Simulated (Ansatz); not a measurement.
**C₄H₆F₄: taking an electron away**

Aim: the vertical ionisation energy of C₄H₆F₄, as cation minus neutral at the neutral's geometry, on several levels, and how well −ε(HOMO) stands in for it.

Computed with Ansatz 0.2.0, Gaussian basis. Level: unrestricted cation, the program's frozen cores in correlated methods.

Levels to be run: UKS PBE-D4/def2-TZVPP; UKS r2SCAN-D4/def2-TZVPP; UKS PBE0-D4/def2-TZVPP; UKS B3LYP-D4/def2-TZVPP; UKS wB97X-V/def2-TZVPP; UKS wB97M-V/def2-TZVPP; UKS B2PLYP/def2-TZVPP; UHF-CCSD(T)/def2-TZVPP; UHF-MP2/def2-QZVPP; extrapolation to the limit; then −ε(HOMO) from the neutral's earlier runs with LDA (SPW92), PBE-D4, revPBE-D4, BLYP-D4, r2SCAN-D4, B97M-V, PBE0-D4, B3LYP-D4, r2SCANh-D4, r2SCAN0-D4, HSE06-D4, BHLYP-D4, CAM-B3LYP-D4, LC-ωPBE, ωB97X-V, ωB97M-V.

## Step 1: The relaxed structure

The geometry comes from an earlier relaxation with PBE0-D4 in a triple-zeta def2 set; it is a stationary point, not always the lowest conformer.

14 atoms, charge 0, spin multiplicity 1.

Atoms are counted from 1 here; the program's logs count them from 0.

Bond lengths: F1–C2 1.383 Å, C2–C3 1.517 Å, C2–H9 1.093 Å, C2–H10 1.091 Å, C3–C4 1.515 Å, C3–C6 1.513 Å, C3–H11 1.095 Å, C4–F5 1.383 Å, C4–H12 1.094 Å, C4–H13 1.091 Å, C6–F7 1.362 Å, C6–F8 1.358 Å, C6–H14 1.093 Å. Angles: F1–C2–C3 109.1°, F1–C2–H9 107.9°, F1–C2–H10 108.2°, C3–C2–H9 111.6°, C3–C2–H10 110.8°, H9–C2–H10 109.1°, C2–C3–C4 111.1°, C2–C3–C6 111.2°, C2–C3–H11 108.3°, C4–C3–C6 110.9°, C4–C3–H11 108.4°, C6–C3–H11 106.7°, C3–C4–F5 109.7°, C3–C4–H12 111.1°, C3–C4–H13 110.3°, F5–C4–H12 107.9°, F5–C4–H13 108.3°, H12–C4–H13 109.4° and more.

## Step 2: Cation, UKS PBE-D4/def2-TZVPP

Input file in.yaml:

```yaml
crystal:
  periodic: [false, false, false]
  atoms:
    - {symbol: F, position_ang: [0.662761, -1.856347, -1.407327]}
    - {symbol: C, position_ang: [-0.354883, -1.052576, -0.927599]}
    - {symbol: C, position_ang: [0.160721, -0.249174, 0.252010]}
    - {symbol: C, position_ang: [1.235178, 0.726570, -0.180979]}
    - {symbol: F, position_ang: [1.796702, 1.327342, 0.931387]}
    - {symbol: C, position_ang: [-0.966498, 0.468748, 0.961112]}
    - {symbol: F, position_ang: [-1.647201, 1.261518, 0.087011]}
    - {symbol: F, position_ang: [-1.855393, -0.428504, 1.460154]}
    - {symbol: H, position_ang: [-0.683500, -0.403443, -1.743598]}
    - {symbol: H, position_ang: [-1.183895, -1.695268, -0.626004]}
    - {symbol: H, position_ang: [0.596724, -0.944563, 0.976968]}
    - {symbol: H, position_ang: [0.818568, 1.514896, -0.815172]}
    - {symbol: H, position_ang: [2.025455, 0.204031, -0.722996]}
    - {symbol: H, position_ang: [-0.617638, 1.097671, 1.783734]}
basis:
  gaussian: {orbitals: def2-TZVPP}
total_charge: 1
magnetization: {spin_polarized: true, initial_magnetization: 1}
hamiltonian: {xc: pbe, dispersion: d4}
```

Command:

```bash
ansatz run in.yaml --threads 2 --pin off --events-out ev --progress --plain --max-ram 32768MiB --backend cuda --devices 0, --max-vram 18GiB
```

The runs that follow: Cation, UKS r2SCAN-D4/def2-TZVPP; Cation, UKS PBE0-D4/def2-TZVPP; Cation, UKS B3LYP-D4/def2-TZVPP; Cation, UKS wB97X-V/def2-TZVPP; Cation, UKS wB97M-V/def2-TZVPP; Cation, UKS B2PLYP (frozen core)/def2-TZVPP; Cation, UHF-CCSD(T)/def2-TZVPP; Cation, UHF-MP2/def2-QZVPP.

**Question.** What will the summary of the whole plan be? Wanted: ionisation energy, CCSD(T)/def2-TZVPP; nearest functional by difference; nearest −ε(HOMO); −ε(HOMO) of PBE; T1 of the cation.

**Answer**, as computed:

| quantity | value |
| --- | --- |
| ionisation energy, CCSD(T)/def2-TZVPP | 12.41 eV |
| nearest functional by difference | ωB97X-V (-0.30 eV) |
| nearest −ε(HOMO) | LC-ωPBE (-0.04 eV) |
| −ε(HOMO) of PBE | 7.84 eV |
| T1 of the cation | 0.083 |

What this shows: By cation minus neutral, the functionals miss by 1.60 eV at most. −ε(HOMO) of PBE misses by 4.6 eV, since self-interaction lifts the level. Among orbital estimates LC-ωPBE comes nearest. The cation's T1 (from the report) is 0.083, above the customary mark of 0.045 for open shells, so the coupled-cluster value is less safe.
